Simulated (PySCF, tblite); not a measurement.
**C₂H₁₁AsSi₃: geometry, infrared bands and NMR shifts**

What infrared bands and NMR shifts should C₂H₁₁AsSi₃ (`C[As]1[SiH2]C([SiH3])[SiH2]1`) show?

Programs: tblite 0.8.0 and PySCF 2.14.0, with density-fitted response routines of our own. Each step states its level of theory. These are calculated values for one molecule in the gas phase, unless marked as measured. Atoms are numbered from 0 throughout.

## 1. The molecule as given

17 atoms, charge 0, multiplicity 1; geometry from: force field or distance geometry start.

Bonds of the start (Å): C0–As1 1.99, As1–Si2 2.31, Si2–C3 1.88, C3–Si4 1.88, C3–Si5 1.87, Si5–As1 2.32, C0–H6 1.11, C0–H7 1.10, C0–H8 1.11, Si2–H9 1.47, Si2–H10 1.48, C3–H11 1.10, Si4–H12 1.48, Si4–H13 1.47, Si4–H14 1.47, Si5–H15 1.47, Si5–H16 1.48.

## 2. Relaxing the molecule with GFN2-xTB

The job: settings as JSON, then the geometry in Å.

```
{"job": {"kind": "relax", "xc": "GFN2-xTB", "basis": "xTB"}, "charge": 0, "multiplicity": 1}
C      2.320000    -0.599800     0.511300
As     1.888500     0.821600    -0.812000
Si     0.058300    -0.311300    -1.642000
C     -1.126500     0.585900    -0.493100
Si    -1.986500    -0.619800     0.672700
Si     0.108500     1.642900     0.430500
H      2.929100    -0.161100     1.322300
H      2.893800    -1.395600     0.013700
H      1.397400    -1.037500     0.952400
H      0.124000    -1.756200    -1.390600
H     -0.213700     0.059400    -3.046000
H     -1.856300     1.197200    -1.044300
H     -2.805900     0.137600     1.638400
H     -0.995500    -1.428600     1.392300
H     -2.858300    -1.496900    -0.118500
H     -0.114100     3.071700     0.173500
H      0.230100     1.302700     1.861900
```

Started as:

```
OMP_NUM_THREADS=1 python probes_run.py task.json out
```

This one command runs all jobs of the session in turn.

**Question.** This job is followed by: GFN2-xTB harmonic vibrations, gas phase; GIAO PBE0/pcSseg-1 NMR shielding, non-relativistic, gas phase. What will the session give for the following? strongest single infrared mode (GFN2-xTB); zero-point energy (GFN2-xTB); 13C shifts against TMS (PBE0/pcSseg-1); 1H shifts against TMS (PBE0/pcSseg-1, means over atoms taken as alike); 75As shifts against AsH3 (PBE0/pcSseg-1); 29Si shifts against TMS (PBE0/pcSseg-1, means over atoms taken as alike).

The runs gave:

| quantity | value |
| --- | --- |
| strongest single infrared mode (GFN2-xTB) | 700 cm⁻¹, 662 km/mol |
| zero-point energy (GFN2-xTB) | 68.3 kcal/mol |
| 13C shifts against TMS (PBE0/pcSseg-1) | 4.4, -11.8 ppm |
| 1H shifts against TMS (PBE0/pcSseg-1, means over atoms taken as alike) | 5.15, 4.75, 4.23, 1.57, 0.82 ppm |
| 75As shifts against AsH3 (PBE0/pcSseg-1) | 256 ppm |
| 29Si shifts against TMS (PBE0/pcSseg-1, means over atoms taken as alike) | -31.8, -65.1 ppm |

What this shows: Over 44 steps the energy fell by 0.221 eV; of the close pairs, C3–Si5 changed most, 1.870 to 1.927 Å. All 45 modes are real, so the xTB geometry is a minimum. The strongest single mode, at 700 cm⁻¹, has its largest shares on C3, H15 and H10 (the list is cut at 3 atoms). GFN2-xTB is a fitted tight-binding method: band positions and strengths are rough. Its intensities can rank the bands wrongly. At PBE0/pcSseg-1: The widest tensor belongs to As1: span 333 ppm, with a paramagnetic part of -1147 ppm. Spin-orbit coupling is left out, which matters for shieldings and couplings at and beside the heavy atoms.
